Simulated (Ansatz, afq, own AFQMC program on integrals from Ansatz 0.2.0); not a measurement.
# H₃ (doublet): AFQMC on the coupled-cluster ladder at distance H1–H2 along a hydrogen transfer = 0.858 Å, cc-pVTZ, part 2 of 2

Ansatz 0.2.0, Gaussian basis, and an in-house AFQMC program (afq) on its integrals; all values are calculated; cc-pVTZ, frozen cores. Earlier steps stand in the parts before.

## 9. CCSD(T) on UHF

File in.yaml:

```yaml
crystal:
  periodic: [false, false, false]
  atoms:
    - {symbol: H, position_ang: [0.000000, 0.000000, -0.914667]}
    - {symbol: H, position_ang: [0.000000, 0.000000, -0.056667]}
    - {symbol: H, position_ang: [0.000000, 0.000000, 0.971333]}
basis:
  gaussian: {orbitals: cc-pVTZ}
magnetization: {spin_polarized: true, initial_magnetization: 1}
correlation: {method: ccsd_t, electrons: outside_noble_gas, hamiltonian_folder: ham}
```

Run with:

```bash
ansatz run in.yaml --threads 1 --pin off --events-out ev --progress --plain --max-ram 24576MiB --backend cuda --devices 0, --max-vram 18GiB
```

What it wrote:

```text
Functional definition: HF
  name "HF"
  cite "Fock, Z. Phys. 61, 126 (1930) doi:10.1007/BF01340294"
  parent pbe
  exchange = exact_x
  correlation = 0
218 factors; integrals over basis functions are off by at most 9.5e-4 eV
mean field evaluation 1: about -43.2674 eV, gradient 5.6e0 eV
mean field evaluation 2: about -43.2656 eV, gradient 5.5e0 eV
mean field evaluation 4: about -43.7028 eV, gradient 7.7e-1 eV
mean field evaluation 8: about -43.7132 eV, gradient 6.5e-4 eV
mean field evaluation 16: about -43.7132 eV, gradient 1.6e-6 eV
mean field -43.71321528 eV, -1.6064310317 hartree, gradient 1.6e-6 eV, S^2 0.781741; 0 other end points of the search recorded, 0 dependent functions left out
reference -43.71321528 eV, -1.6064310317 hartree; 2, 1 occupied and 40, 41 virtual orbitals, 218 factors
second order -1.03755753 eV of doubles, -0.00000000 eV of singles
cycle   1  -1.22712777 eV  change   -1.9e-1 eV  update   3.7e-2
cycle   2  -1.34876310 eV  change   -1.2e-1 eV  update   1.9e-2
cycle   3  -1.36064046 eV  change   -1.2e-2 eV  update   6.1e-3
cycle   4  -1.36227180 eV  change   -1.6e-3 eV  update   1.6e-3
cycle   5  -1.36229209 eV  change   -2.0e-5 eV  update   7.1e-4
cycle   6  -1.36240151 eV  change   -1.1e-4 eV  update   2.8e-4
cycle   7  -1.36247102 eV  change   -7.0e-5 eV  update   8.1e-5
cycle   8  -1.36243575 eV  change    3.5e-5 eV  update   2.0e-5
cycle   9  -1.36243636 eV  change   -6.1e-7 eV  update   5.8e-6
cycle  10  -1.36243739 eV  change   -1.0e-6 eV  update   1.8e-6
perturbative correction -0.01154772 eV, -0.0004243709 hartree
Total energy: -45.08720039 eV, -1.6569240533 hartree
```

Wall time 13 s (1 × NVIDIA H100 80GB HBM3 with 1 thread of AMD EPYC 7R13 (Zen 3), shared host).

From the report: ⟨S²⟩ of the determinant 0.782 (pure doublet: 0.75); correlation -1.3740 eV; T1 0.020; largest double amplitude 0.06.

This run also writes the integrals to the folder ham.

## 10. Full CI

File in.yaml:

```yaml
hamiltonian:
  integrals:
    folder: ../ham
correlation: {method: fci}
```

The command is unchanged.

What it wrote:

```text
Functional definition: HF
  name "HF"
  cite "Fock, Z. Phys. 61, 126 (1930) doi:10.1007/BF01340294"
  parent pbe
  exchange = exact_x
  correlation = 0
reference -43.46258381 eV, -1.5972204948 hartree; 2, 1 occupied and 40, 41 virtual orbitals, 218 factors
state -45.09022893 eV, -1.6570353498 hartree
Total energy: -45.09022893 eV, -1.6570353498 hartree
```

Run time: 11 s. Hardware: 1 × NVIDIA H100 80GB HBM3 with 1 thread of AMD EPYC 7R13 (Zen 3), shared host.

From the report: 10,305 determinants.

## 11. CCSD(T) on UHF

File in.yaml:

```yaml
crystal:
  periodic: [false, false, false]
  atoms:
    - {symbol: H, position_ang: [0.000000, 0.000000, -0.914667]}
    - {symbol: H, position_ang: [0.000000, 0.000000, -0.056667]}
    - {symbol: H, position_ang: [0.000000, 0.000000, 0.971333]}
basis:
  gaussian: {orbitals: def2-TZVPP}
magnetization: {spin_polarized: true, initial_magnetization: 1}
correlation: {method: ccsd_t, electrons: outside_noble_gas}
```

Same command.

What it wrote:

```text
Functional definition: HF
  name "HF"
  cite "Fock, Z. Phys. 61, 126 (1930) doi:10.1007/BF01340294"
  parent pbe
  exchange = exact_x
  correlation = 0
218 factors; integrals over basis functions are off by at most 9.5e-4 eV
mean field evaluation 1: about -43.2676 eV, gradient 5.6e0 eV
mean field evaluation 2: about -43.2659 eV, gradient 5.5e0 eV
mean field evaluation 4: about -43.7029 eV, gradient 7.7e-1 eV
mean field evaluation 8: about -43.7133 eV, gradient 6.5e-4 eV
mean field evaluation 16: about -43.7133 eV, gradient 1.6e-6 eV
mean field -43.71328130 eV, -1.6064334577 hartree, gradient 1.6e-6 eV, S^2 0.781742; 0 other end points of the search recorded, 0 dependent functions left out
reference -43.71328130 eV, -1.6064334577 hartree; 2, 1 occupied and 40, 41 virtual orbitals, 218 factors
second order -1.03754982 eV of doubles, -0.00000000 eV of singles
cycle   1  -1.22711218 eV  change   -1.9e-1 eV  update   3.7e-2
cycle   2  -1.34875244 eV  change   -1.2e-1 eV  update   1.9e-2
cycle   3  -1.36063008 eV  change   -1.2e-2 eV  update   6.1e-3
cycle   4  -1.36226313 eV  change   -1.6e-3 eV  update   1.6e-3
cycle   5  -1.36228284 eV  change   -2.0e-5 eV  update   7.1e-4
cycle   6  -1.36239217 eV  change   -1.1e-4 eV  update   2.8e-4
cycle   7  -1.36246206 eV  change   -7.0e-5 eV  update   8.1e-5
cycle   8  -1.36242670 eV  change    3.5e-5 eV  update   2.0e-5
cycle   9  -1.36242733 eV  change   -6.4e-7 eV  update   5.8e-6
cycle  10  -1.36242825 eV  change   -9.2e-7 eV  update   1.8e-6
perturbative correction -0.01154622 eV, -0.0004243159 hartree
Total energy: -45.08725577 eV, -1.6569260882 hartree
```

Wall time 10 s (1 × NVIDIA H100 80GB HBM3 with 1 thread of AMD EPYC 7R13 (Zen 3), shared host).

From the report: ⟨S²⟩ of the determinant 0.782 (pure doublet: 0.75); correlation -1.3740 eV; T1 0.020; largest double amplitude 0.06.

## 12. CCSD(T) on UHF

in.yaml: that of step 11 with these lines changed.

```diff
@@ -7,3 +7,3 @@
 basis:
-  gaussian: {orbitals: def2-TZVPP}
+  gaussian: {orbitals: "def2-QZVPP.json"}
 magnetization: {spin_polarized: true, initial_magnetization: 1}
```

Same command.

What it wrote:

```text
Functional definition: HF
  name "HF"
  cite "Fock, Z. Phys. 61, 126 (1930) doi:10.1007/BF01340294"
  parent pbe
  exchange = exact_x
  correlation = 0
514 factors; integrals over basis functions are off by at most 1.3e-3 eV
mean field evaluation 1: about -43.2722 eV, gradient 5.6e0 eV
mean field evaluation 2: about -43.2720 eV, gradient 5.6e0 eV
mean field evaluation 4: about -43.7212 eV, gradient 7.7e-1 eV
mean field evaluation 8: about -43.7318 eV, gradient 7.0e-4 eV
mean field evaluation 16: about -43.7318 eV, gradient 1.6e-6 eV
mean field -43.73184772 eV, -1.6071157612 hartree, gradient 1.6e-6 eV, S^2 0.781762; 0 other end points of the search recorded, 0 dependent functions left out
reference -43.73184772 eV, -1.6071157612 hartree; 2, 1 occupied and 88, 89 virtual orbitals, 514 factors
second order -1.08612082 eV of doubles, -0.00000000 eV of singles
cycle   1  -1.26182877 eV  change   -1.8e-1 eV  update   3.7e-2
cycle   2  -1.38668128 eV  change   -1.2e-1 eV  update   1.9e-2
cycle   3  -1.39629995 eV  change   -9.6e-3 eV  update   6.1e-3
cycle   4  -1.39863077 eV  change   -2.3e-3 eV  update   1.7e-3
cycle   5  -1.39885016 eV  change   -2.2e-4 eV  update   8.3e-4
cycle   6  -1.39883727 eV  change    1.3e-5 eV  update   3.0e-4
cycle   7  -1.39894472 eV  change   -1.1e-4 eV  update   9.2e-5
cycle   8  -1.39892678 eV  change    1.8e-5 eV  update   2.7e-5
cycle   9  -1.39891792 eV  change    8.9e-6 eV  update   7.3e-6
cycle  10  -1.39892018 eV  change   -2.3e-6 eV  update   2.1e-6
perturbative correction -0.01272306 eV, -0.0004675637 hartree
Total energy: -45.14349096 eV, -1.6589926933 hartree
```

Run time: 14 s. Hardware: 1 × NVIDIA H100 80GB HBM3 with 1 thread of AMD EPYC 7R13 (Zen 3), shared host.

From the report: ⟨S²⟩ of the determinant 0.782 (pure doublet: 0.75); correlation -1.4116 eV; T1 0.020; largest double amplitude 0.07.

## 13. Phaseless AFQMC, CISD trial on UHF

It reads the integrals that the CCSD(T) run on this determinant wrote.

Run with:

```bash
afq ham --method phaseless --trial cisd --walkers 4000 --populations 20 --least-time 60 --time-step 0.005 --steps-per-block 50 --equilibration-blocks 28 --max-blocks 4000 --target-error 0.00011 --factor-cut 1e-05 --start spin_pure --seed 9552 --release-times 0.24,0.51,0.99,1.62,2.4 --release-step 0.03 --release-every 3 --taylor-order 6
```

What it wrote:

```text
orbitals 42  electrons 2 1  factors 218 of 218
reference energy -1.60643103 Eh
CCSD correlation -0.05006861 Eh in 9 cycles, weight of the determinant in the CISD state 0.9692
energy of the start -1.656459 Eh
 block  time / (1/Eh)  mean weight  energy / Eh
     1     0.250  0.9999  -1.656536
     2     0.500  0.9998  -1.656641
     3     0.750  0.9999  -1.656742
     4     1.000  0.9999  -1.656828
     5     1.250  0.9999  -1.656884
     6     1.500  1.0000  -1.656894
     7     1.750  1.0001  -1.656916
     8     2.000  1.0001  -1.656939
     9     2.250  1.0000  -1.656963
    10     2.500  1.0002  -1.656987
    11     2.750  1.0000  -1.657012
    12     3.000  0.9999  -1.656976
    13     3.250  1.0000  -1.656987
    14     3.500  0.9999  -1.656994
    15     3.750  1.0000  -1.656991
    16     4.000  1.0000  -1.657019
    17     4.250  0.9999  -1.657025
    18     4.500  1.0002  -1.657007
    19     4.750  1.0000  -1.657006
    20     5.000  1.0003  -1.657008
    21     5.250  1.0001  -1.656978
    22     5.500  0.9999  -1.657000
    23     5.750  0.9999  -1.657025
    24     6.000  1.0001  -1.657028
    25     6.250  1.0001  -1.657000
    26     6.500  1.0000  -1.657021
    27     6.750  1.0000  -1.657002
    28     7.000  1.0001  -1.657007
    29     7.250  1.0000  -1.656995
    30     7.500  0.9997  -1.656991
    31     7.750  1.0001  -1.657011
    32     8.000  1.0003  -1.656978
    33     8.250  1.0002  -1.656984
    34     8.500  1.0000  -1.656994
    35     8.750  0.9998  -1.656998
    36     9.000  1.0001  -1.657014
    37     9.250  1.0000  -1.656987
    38     9.500  1.0003  -1.657003
    39     9.750  1.0001  -1.657004
    40    10.000  0.9999  -1.657015
    41    10.250  1.0000  -1.657000
    42    10.500  1.0000  -1.657029
    43    10.750  1.0001  -1.657059
    44    11.000  1.0001  -1.656996
    45    11.250  1.0000  -1.657009
    46    11.500  1.0000  -1.657024
    47    11.750  1.0001  -1.657016
    48    12.000  1.0001  -1.656990
    49    12.250  1.0002  -1.656980
    50    12.500  1.0001  -1.656992
    51    12.750  1.0000  -1.656981
    52    13.000  1.0000  -1.656981
    53    13.250  1.0000  -1.657007
    54    13.500  1.0000  -1.656996
    55    13.750  1.0000  -1.657012
    56    14.000  1.0001  -1.657033
    57    14.250  0.9999  -1.657024
    58    14.500  0.9999  -1.657027
    59    14.750  0.9999  -1.657022
    60    15.000  1.0001  -1.657023
    61    15.250  0.9997  -1.657021
    62    15.500  1.0002  -1.656999
    63    15.750  0.9999  -1.656971
    64    16.000  0.9999  -1.656996
    65    16.250  1.0000  -1.657022
    66    16.500  0.9998  -1.657029
    67    16.750  1.0001  -1.657006
    68    17.000  0.9998  -1.656989
    69    17.250  1.0000  -1.656996
    70    17.500  0.9998  -1.656990
    71    17.750  1.0000  -1.656985
    72    18.000  1.0000  -1.657000
    73    18.250  1.0001  -1.657000
    74    18.500  1.0000  -1.657003
    75    18.750  1.0000  -1.656972
    76    19.000  1.0000  -1.656993
    77    19.250  0.9999  -1.657019
    78    19.500  0.9999  -1.657009
error from the spread of 20 populations
released: time / (1/Eh)  energy / Eh  error  mean overlap
  0.24  -1.657013  0.000008  1.0010
  0.51  -1.657009  0.000005  0.9993
  0.99  -1.657023  0.000005  0.9963
  1.62  -1.657029  0.000004  0.9935
  2.40  -1.657033  0.000005  0.9873
energy -1.657004 +/- 0.000006 Eh
```

Wall time 21 s (1 × NVIDIA H100 80GB HBM3 with 2 threads of AMD EPYC 7R13 (Zen 3), shared host).

Energy -45.0894 ± 0.0002 eV. Caveats: constraint bias not in the error.

## 14. AFQMC on the ladder

On the UHF determinant, counted from full CI (exact for this spin and basis):

```tsv
level	energy (eV)	from full CI (kcal/mol)	statistical error (kcal/mol)	time
HF	-43.7132	+31.75		
MP2	-44.7508	+7.83		
CCSD	-45.0757	+0.34		
CCSD(T)	-45.0872	+0.07		
full CI	-45.0902	0.00		
Phaseless AFQMC, CISD trial, step 0.005, 4000 walkers	-45.0894	+0.02	0.00	21 s
```

The functionals' totals stand on their own zeros and serve differences with other points: PBE -45.168 eV; r2SCAN -45.373 eV; PBE0 -45.191 eV; B3LYP -45.595 eV; wB97M-V -44.681 eV; B2PLYP -45.106 eV.

## 15. What came out

What follows sums up all 2 parts.

```
                                       quantity                  value
                    CCSD(T) on UHF from full CI         +0.07 kcal/mol
Phaseless AFQMC, CISD trial on UHF from full CI  +0.02 ± 0.00 kcal/mol
```

In words: On UHF the phaseless walk with the CISD trial lies +0.02 kcal/mol from full CI, 5 times its error bar: mostly the bias of the constraint. Error bars are statistical and leave out the constraint, the time step and what remains of the start.
